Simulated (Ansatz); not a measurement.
# GdBi2BrO4 (P4/mmm): exchange couplings and spin waves

Aim: map the magnet GdBi2BrO4 (P4/mmm) on a Heisenberg model by the force theorem, and read spin waves, ordering temperature and anisotropy.

Program: Ansatz 0.2.0. Level of theory: DFT PBEsol+U (U_eff = 4 eV on Gd 4f), scalar-relativistic, plane waves, PAW. These are calculated values, not measurements.

1 further run of the same task is left out (set aside as unsound or not needed).

## Step 1: The system as given

It takes space group P4/mmm (No. 123, tetragonal). Conventional cell: a = 3.896 Å, b = 3.896 Å, c = 9.172 Å, α = 90.00°, β = 90.00°, γ = 90.00°. Gd (site symmetry 4/mmm) is surrounded by 8 O at 2.40 Å. Around Bi (site symmetry 4mm) lie 4 O at 2.24 Å. Br (site symmetry 4/mmm) has 8 Bi at 3.45 Å as nearest neighbours. O (site symmetry 2mm) has 2 Bi at 2.24 Å and 2 Gd at 2.40 Å as nearest neighbours.

Coordinates:

```
Gd Bi Br O
1.0
     3.89580    0.00000    0.00000
     0.00000    3.89580    0.00000
     0.00000    0.00000    9.17200
Gd Bi Br O
1 2 1 4
Direct
  0.00000 0.00000 0.00000
  0.50000 0.50000 0.72650
  0.50000 0.50000 0.27350
  0.00000 0.00000 0.50000
  0.50000 0.00000 0.84700
  0.00000 0.50000 0.84700
  0.50000 0.00000 0.15300
  0.00000 0.50000 0.15300
```

The cell is the deposited one, not relaxed. An earlier run on this cell at PBEsol+U (U_eff = 4 eV on Gd 4f) gave -0.78 GPa at 17.401 Å³/atom (6×6×4 mesh), mesh gap 1.12 eV, moments in the atoms' spheres Gd 6.87 μB.

## Step 2: Exchange couplings, spin waves and anisotropy by the force theorem

input.yaml reads:

```yaml
crystal:
  lattice:
    - [3.895799934, 0.0, 0.0]
    - [0.0, 3.895799934, 0.0]
    - [0.0, 0.0, 9.1719998446]
  atoms:
    - { symbol: Gd, position: [0.0, 0.0, 0.0], spin: 7.56 }
    - { symbol: Bi, position: [0.5, 0.5, 0.7265] }
    - { symbol: Bi, position: [0.5, 0.5, 0.2735] }
    - { symbol: Br, position: [0.0, 0.0, 0.5] }
    - { symbol: O, position: [0.5, 0.0, 0.847] }
    - { symbol: O, position: [0.0, 0.5, 0.847] }
    - { symbol: O, position: [0.5, 0.0, 0.153] }
    - { symbol: O, position: [0.0, 0.5, 0.153] }
basis:
  ecutwfc: 420
  ecutrho_ratio: 4
kpoints:
  mp_grid: { grid: [6, 6, 4] }
  band_path:
    path:
      - [[0.0, 0.0, 0.0], [0.0, 0.5, 0.0], [0.5, 0.5, 0.0], [0.0, 0.0, 0.0], [0.0, 0.0, 0.5], [0.0, 0.5, 0.5], [0.5, 0.5, 0.5], [0.0, 0.0, 0.5]]
      - [[0.0, 0.5, 0.0], [0.0, 0.5, 0.5]]
      - [[0.5, 0.5, 0.0], [0.5, 0.5, 0.5]]
    npoints: 6
hamiltonian:
  xc: pbesol
  hubbard: { sites: [{ species: Gd, l: f, u_eff: 4.0 }] }
scf:
  occupations: { method: gaussian, width: 0.05 }
  lower_state_search: "off"
output:
  forces: true
  stress: true
  eigenvalues: true
  populations: true
  hubbard: { sites: [{ species: Gd, l: f }] }
  eigenstates:
    nscf_kmesh: { grid: [6, 6, 4] }
    top_band: c87
    exchange_couplings: { magnetic: [{ site: 0 }] }
    magnetocrystalline_anisotropy: {}
magnetization:
  spin_polarized: true
checkpoint:
  read: start.run
  write: ck
  compress: false
  write_wavefunctions: false
  write_every: 100000
```

start.run is the folder with the converged state of an earlier run on this cell.

Run with:

```sh
$ ansatz run input.yaml --threads 8 --pin off --max-ram 15360MiB --backend cpu --events-out ev --progress --plain --runs-dir out
```

Standard output:

```text
Warning: checkpoint.read: spin seed differs: saved 59d248ad4abc…, current 725f9ac99964…; the loaded state replaces the seed-built initial guess (but the starting_ns of a DFT+U solve that opens without the state's occupation matrices), so the run may converge into the producing seed's basin, or, where the symmetry group that follows from this deck's starting moments and starting_ns does not hold the saved magnetisation, lose that magnetisation at its first build. Where atoms have moved since the state was saved, this difference can also decide whether moments are moved with them. A self-consistent run of this deck without the state starts from its starting moments and, under a DFT+U term, its starting_ns
Warning: RAYON_NUM_THREADS=8 ignored (pool sized by the plan → 8); use --threads N
Gd: projections on atomic orbitals take those of the free atom [Kr 4d10] 4f7 5s2 5p6 5d1 6s2, of charge +0.00 (hamiltonian.pseudopotentials.projection_atoms); the dataset's partial waves leave at most 2.5e-4 of an orbital's norm unspanned inside its sphere
Bi: projections on atomic orbitals take those of the free atom [Xe 4f14] 5d10 6s2 6p3, of charge +0.00 (hamiltonian.pseudopotentials.projection_atoms); the dataset's partial waves leave at most 4.7e-5 of an orbital's norm unspanned inside its sphere
Br: projections on atomic orbitals take those of the free atom [Ar 3d10] 4s2 4p5, of charge +0.00 (hamiltonian.pseudopotentials.projection_atoms); the dataset's partial waves leave at most 2.8e-6 of an orbital's norm unspanned inside its sphere
O: projections on atomic orbitals take those of the free atom [He] 2s2 2p4, of charge +0.00 (hamiltonian.pseudopotentials.projection_atoms); the dataset's partial waves leave at most 1.9e-8 of an orbital's norm unspanned inside its sphere
Engine: ansatz 0.2.0, x86_64-unknown-linux-gnu
Pseudopotentials: kind: paw
Pseudopotential: Gd, paw, valence charge 18, recommended cutoff 420 eV (normal), Gd.paw.azcp
Pseudopotential: Bi, paw, valence charge 15, recommended cutoff 420 eV (normal), Bi.paw.azcp
Pseudopotential: Br, paw, valence charge 7, recommended cutoff 420 eV (normal), Br.paw.azcp
Pseudopotential: O, paw, valence charge 6, recommended cutoff 420 eV (normal), O.paw.azcp
Functional definition: PBEsol
  exchange = pbesol_x
  correlation = pbesol_c
Crystal: 8 atoms, lattice volume = 139.206 Å³
Basis set: ecut = 420 eV, 2719 PW (Γ), exchange–correlation on 54×54×128 points (8 copies of the dense FFT grid, shifted against one another)
Bands: 52, of which v1, the nominal top of the filled ones, is band 40 counted from 1 (39 counted from 0)
Symmetry: 16 space group operations
Space group: P4/mmm (ITA 123), of the structure as read, at distance tolerance 5.2e-5 Å
Magnetic group: BNS 123.339 (UNI 999), of the structure as read, at distance tolerance 5.2e-5 Å
k-points: 30 of 144
Non-local potential: Gd, projectors of the file, l = 0: 3, l = 1: 2, l = 2: 2, l = 3: 3
Non-local potential: Bi, projectors of the file, l = 0: 2, l = 1: 2, l = 2: 2, l = 3: 2
Non-local potential: Br, projectors of the file, l = 0: 2, l = 1: 2, l = 2: 2
Non-local potential: O, projectors of the file, l = 0: 2, l = 1: 2, l = 2: 1
PAW form: soft (Blöchl's): semilocal exchange-correlation on the pseudo side does not see the compensation charge
PAW frozen core: Gd, regenerated for the run's functional, and the local potential with it (the file was generated under x = pbe(κ = 0.804, μ = 0.2195149727645171), c = pbe(β = 0.06672455060314922))
PAW frozen core: Bi, regenerated for the run's functional, and the local potential with it (the file was generated under x = pbe(κ = 0.804, μ = 0.2195149727645171), c = pbe(β = 0.06672455060314922))
PAW frozen core: Br, regenerated for the run's functional, and the local potential with it (the file was generated under x = pbe(κ = 0.804, μ = 0.2195149727645171), c = pbe(β = 0.06672455060314922))
PAW frozen core: O, regenerated for the run's functional, and the local potential with it (the file was generated under x = pbe(κ = 0.804, μ = 0.2195149727645171), c = pbe(β = 0.06672455060314922))
PAW one-centre angular grid: Gd, 590 points (default); XC on 64 Gauss nodes
PAW one-centre angular grid: Bi, 590 points (default); XC on 64 Gauss nodes
PAW one-centre angular grid: Br, 110 points (default); XC on 64 Gauss nodes
PAW one-centre angular grid: O, 110 points (default); XC on 64 Gauss nodes
Initial density: read from a saved state, or passed on in memory by an earlier SCF of this step, an earlier step, the calling program or the single point that the run made first
Starting moments: Σ|m| = 7.56 μB on 1 of 8 sites; this step starts from the density that it was given
Initial wavefunctions: pseudopotential atomic-orbital guess
Functional: x = pbesol(κ = 0.804, μ = 0.12345679012345678), c = pbesol(β = 0.046)
iter 1 solved again at ethr=5.95e-8 eV; its pass at ethr=3.10e-3 eV (dr2=4.70e-5 eV) is discarded
SCF iter   1: F=—  HF=-38697.593305 eV  |F-HF|=—  |Δ(HF+E_count)|=         —  Δρ=3.26e-6 (↑3.24e-6 ↓3.26e-6)  dr2=7.19e-8  dr2_m=1.36e-10  M=7.000 μB ∫|m|=7.058 μB  β_m=0.30  ethr=5.95e-8  ⟨swp⟩=5.0  Hψ=24088  notcnv=0
preconditioner: auto → Resta (q_TF=auto, 2.482 Å⁻¹)  ε∞=3.9  [insulator: Δε(μ)=1.124 eV  Ē_g=16.308 eV  σ=0.050 eV  W_gap=1.00  n_scr=38 (ndim 8)  ℏωp=27.6 eV  f_vac=0.013  D(μ)=0.00/eV (n_scr^D=0)  ε∞_Penn≈3.9]
spin=Collinear: Resta preconditioning applied to the charge; magnetization (m = ρ↑ − ρ↓) channel mixes plain (no charge-response kernel on spin).
SCF iter   2: F=-38697.593307 eV  HF=-38697.593307 eV  |F-HF|=1.15e-8  |Δ(HF+E_count)|=   1.88e-6  Δρ=2.32e-6 (↑2.30e-6 ↓2.32e-6)  dr2=3.98e-8  dr2_m=4.30e-11  M=7.000 μB ∫|m|=7.058 μB  ethr=9.09e-11  ⟨swp⟩=9.2  Hψ=15319  notcnv=0
SCF 1 converged in 2 iterations: F = -38697.593307 eV  dr2 = 3.98e-8
NSCF: frozen V_eff on 57 k-points
NSCF: frozen V_eff on 30 k-points
Magnetocrystalline anisotropy: 0 of 30 k-points coupled
Magnetocrystalline anisotropy: 30 of 30 k-points coupled
WARN: output.eigenstates.magnetocrystalline_anisotropy: its error can be most of it. The directions' energies differ by 4.81e-5 eV, and taking the induced magnetisation to first order in the spin–orbit coupling leaves an estimated error of 1.74e-4 eV. Compare self-consistent runs with magnetization.spin_orbit
Exchange couplings: 0 of 2 parts done
Exchange couplings: 1 of 2 parts done
Exchange couplings: 0 of 2 parts done
Exchange couplings: 1 of 2 parts done
SCF converged after 2 iterations
Magnetization: 7.0000 μB (43.0000 up, 36.0000 down)
Absolute magnetization: 7.0587 μB (∫|ρ↑−ρ↓|, with the PAW one-centre terms)
Spin contamination: 0.0069 ħ² per cell (⟨S²⟩ above its minimum at these occupations)
Per-site moments (μB) at R_I (Å): [(6.871015496034492, 0.9903101866889765), (0.000449280393879846, 0.9238378172036803), (0.0004492803938797694, 0.9238378172036803), (3.4213846459530004e-5, 1.4232421785581957), (-0.0060479426583318445, 0.9238378172036803), (-0.0060479426583319685, 0.9238378172036803), (-0.006047942658332238, 0.9238378172036803), (-0.006047942658332479, 0.9238378172036803)]
Free energy (F): -38697.593307 eV
Harris-Foulkes:  -38697.593307 eV  (|F-HF|=1.15e-8)
Internal energy: -38697.593307 eV  (E = F + TS)
E sigma→0 (E₀):  -38697.593307 eV
Fermi energy:    9.872441 eV
--- Per-component energies (eV) ---
  E_band       = -197.502861
  E_kinetic    = 1840.869026
  E_local      = -8258.650200  (includes V_loc(G=0)·N_el)
  E_nonlocal   = 1686.982666
  E_hartree    = 3203.116524
  E_xc         = -1088.214144
  E_vxc        = -1022.353348  (∫ρ·V_xc dr)
  E_hubbard    = 0.131051  (on-site DFT+U / exact-exchange correction)
  E_vhub       = -13.858040  (the Hubbard potential's part of the band-sum identity)
  E_paw        = -30178.874777  (= ΣΔE_a)
  E_vpaw       = -836.734330  (= ΣTr[D̂ρ^β])
  E_aug_tail   = 0.008801  (compensation charges beyond the density's cutoff)
  E_ewald      = -5904.036351
  E_core_change = 1.074097  (= ΣΔE_core)
  E_smearing   = -0.000000  (= −TS)
  E_closure    = 0.000000  (closes the sum)
  Σ components = -38697.593307   (vs F -38697.593307, Δ=0.00e0)
--- Forces (eV/Å), atoms counted from 1 ---
  atom   1  Gd     0.00000000     0.00000000     0.00000000
  atom   2  Bi     0.00000000     0.00000000     0.10558342
  atom   3  Bi     0.00000000     0.00000000    -0.10558342
  atom   4  Br     0.00000000    -0.00000000     0.00000000
  atom   5  O      0.00000000     0.00000000    -0.03197360
  atom   6  O      0.00000000     0.00000000    -0.03197360
  atom   7  O      0.00000000     0.00000000     0.03197360
  atom   8  O      0.00000000     0.00000000     0.03197360
  max |Σ_I F_I| component: 6.94e-17 eV/Å
--- Stress (GPa, compression-positive) ---
       -0.772071       0.000000       0.000000
        0.000000      -0.772071       0.000000
        0.000000       0.000000      -0.781256
  P = ⅓ Tr σ = -0.7751 GPa (-7.751 kbar)
--- Band table (eV; the first three rows and the last of 60) ---
  k-point 0 ↑: bands = ["-33.3607", "-12.8294", "-12.8258", "-12.6667", "-12.6572", "-12.6560", "-12.6560", "-12.6501", "-12.6501", "-12.5626", "-12.5623", "-11.4288", "-10.7762", "-10.7762", "-8.7566", "-7.6508", "-6.6449", "-6.3592", "-4.7088", "0.8753", "0.9344", "4.7905", "4.7905", "4.8367", "4.8367", "4.9799", "4.9799", "5.0622", "5.0640", "5.0842", "5.5449", "5.5449", "6.4446", "6.6117", "7.4785", "7.8932", "7.8932", "8.0175", "8.0175", "8.4652", "8.6469", "8.6469", "8.9129", "10.4329", "12.9256", "14.4148", "14.5297", "14.5297", "15.0716", "15.4459", "15.4459", "15.8843"]
  k-point 1 ↑: bands = ["-33.3607", "-12.8292", "-12.8259", "-12.6672", "-12.6567", "-12.6552", "-12.6552", "-12.6510", "-12.6510", "-12.5626", "-12.5623", "-11.4292", "-10.7762", "-10.7762", "-8.7514", "-7.6597", "-6.6449", "-6.3592", "-4.7006", "0.6978", "1.1136", "4.7918", "4.7918", "4.8233", "4.8233", "4.9799", "4.9799", "5.0621", "5.0631", "5.0842", "5.5664", "5.5664", "6.4459", "6.6081", "7.5122", "7.8429", "7.8429", "8.0551", "8.0551", "8.4608", "8.6447", "8.6447", "8.7911", "10.6355", "12.6605", "14.4876", "14.5932", "14.5932", "15.0716", "15.3803", "15.3803", "15.9792"]
  k-point 2 ↑: bands = ["-33.3607", "-12.8290", "-12.8261", "-12.6676", "-12.6562", "-12.6531", "-12.6531", "-12.6531", "-12.6531", "-12.5626", "-12.5623", "-11.4296", "-10.7762", "-10.7762", "-8.7460", "-7.6686", "-6.6449", "-6.3593", "-4.6924", "0.6137", "1.1994", "4.7958", "4.7958", "4.8082", "4.8082", "4.9799", "4.9799", "5.0621", "5.0622", "5.0842", "5.5875", "5.5875", "6.4476", "6.6037", "7.5519", "7.8052", "7.8052", "8.0797", "8.0797", "8.4568", "8.6425", "8.6425", "8.6759", "10.8662", "12.3716", "14.5635", "14.6694", "14.6694", "15.0716", "15.3022", "15.3022", "16.0946"]
  k-point 29 ↓: bands = ["-30.2936", "-12.7826", "-12.7826", "-12.7642", "-12.7642", "-12.6210", "-12.6111", "-12.6017", "-12.5976", "-12.5805", "-12.5805", "-9.7332", "-9.7332", "-8.6615", "-7.2375", "-7.2375", "-6.0479", "-6.0479", "-4.2396", "-1.1767", "-1.1332", "5.3628", "5.6541", "5.6541", "6.1960", "6.1960", "6.3015", "6.3448", "6.8001", "7.4216", "7.4216", "7.6077", "8.3579", "8.4294", "8.4802", "8.8601", "12.7332", "12.7332", "13.8830", "14.2338", "14.2338", "14.2778", "14.2778", "14.3163", "14.3163", "14.3611", "14.3611", "14.5617", "14.5993", "16.3568", "16.4057", "17.1179"]
Occupation matrices written to <dir>
--- Löwdin populations: 8 sites ---
  site symbol       q [e]    m [muB]
     0     Gd     16.9966     6.9941
     1     Bi     13.6944     0.0028
     2     Bi     13.6944     0.0028
     3     Br      7.4176    -0.0003
     4      O      6.7260    -0.0010
     5      O      6.7260    -0.0010
     6      O      6.7260    -0.0010
     7      O      6.7260    -0.0010
  spilling = 0.003709 (of n_electrons = 79.000000)
--- Occupation matrices: 1 shell (run DFT+U table (all-electron-ortho-atomic); ε = 2.02e-3) ---
  Gd0 f_4F: site group D4h (4/mmm)
  Gd0 f_4F up     Tr n = 6.9968  λ = 0.999 1.000 1.000 1.000 1.000 1.000 1.000  [7× z3 0.14 (T1u 0.43) Eu(0.57)]
  Gd0 f_4F dn     Tr n = 0.0632  λ = 0.004 0.005 0.005 0.008 0.008 0.008 0.024  [3× xyz 0.33 (T2u 0.97) Eu(0.67) | 3× z3 0.33 (T1u 0.97) Eu(0.67) | z(x2-y2) 1.00 (A2u 1.00) B2u(1.00)]
  Tr n, λ and their labels are of the run-group-symmetrised matrices; stabiliser: 16 of 32 elements of G0×{1,Θ} (closed), max defect 2.7e-15 at τ = 4.3e-4
```

Run time: 2 min. Hardware: 8 threads of Intel Xeon at 2.70GHz, shared host; peak memory 2.9 GiB.

Result: volume 17.401 Å³/atom, pressure -0.78 GPa, mesh gap 1.12 eV, moments in the atoms' spheres Gd 6.87 μB.

The couplings, shell by shell. The energy is minus the sum of J e_i·e_j over ordered pairs of unit vectors, so each pair counts twice and positive J favours parallel moments:

```
atom  partner  distance (Å)  neighbours  J (meV)
 Gd1      Gd1          3.90           4   -0.034
 Gd1      Gd1          5.51           4   -0.022
 Gd1      Gd1          7.79           4    0.000
 Gd1      Gd1          8.71           8    0.000
 Gd1      Gd1          9.17           2    0.000
 Gd1      Gd1          9.96           8    0.000
 Gd1      Gd1         10.70           8    0.000
 Gd1      Gd1         11.02           4    0.000
```

Spin-wave energies at the named points (meV):

```
point  modes
    Γ   0.00
    X  -0.18
    M  -0.16
    Γ   0.00
    Z   0.00
    R  -0.18
    A  -0.16
    Z   0.00
    X  -0.18
    R  -0.18
    M  -0.16
    A  -0.16
```

Anisotropy by the force theorem, counted from the first direction:

```
         direction  energy (meV/cell)  spread over meshes (meV/cell)
(0.00, 0.00, 1.00)             0.0000                          0.000
(1.00, 0.00, 0.00)             0.0481                          0.000
(0.71, 0.71, 0.00)             0.0383                          0.000
(0.71, 0.00, 0.71)             0.0343                          0.000
```

## Step 3: What came out

```
                       quantity                                value
                strongest shell  Gd–Gd at 3.90 Å, J = -0.034 meV × 4
  highest spin wave on the path                              0.0 meV
mean-field ordering temperature       1 K at q = (0.00, -0.50, 0.00)
                     anisotropy                         not resolved
```

In words: The shell that weighs most is Gd–Gd at 3.90 Å and favours opposed moments. A spin-wave branch goes negative, so this collinear order is unstable against turning the moments. Mean-field theory leaves out fluctuations and tends to put the ordering too high. The program gives no random-phase temperature (state not lowest). By the program's own test the highest bands of the sum still move the couplings by 25 % and the mean-field temperature by 43 %, so they aren't converged in bands. The couplings belong to the order typed, which need not be the compound's real one. The anisotropy, 0.0481 meV per cell, is doubted by the run, so no easy axis is named. With a Hubbard U or exact exchange the result depends on the state in which the open shell ends, and a lower one can't be excluded. Spin–orbit coupling enters the anisotropy alone, not the self-consistent state or the couplings. No dispersion term is included, so distances between weakly bound layers or units are the least certain numbers.
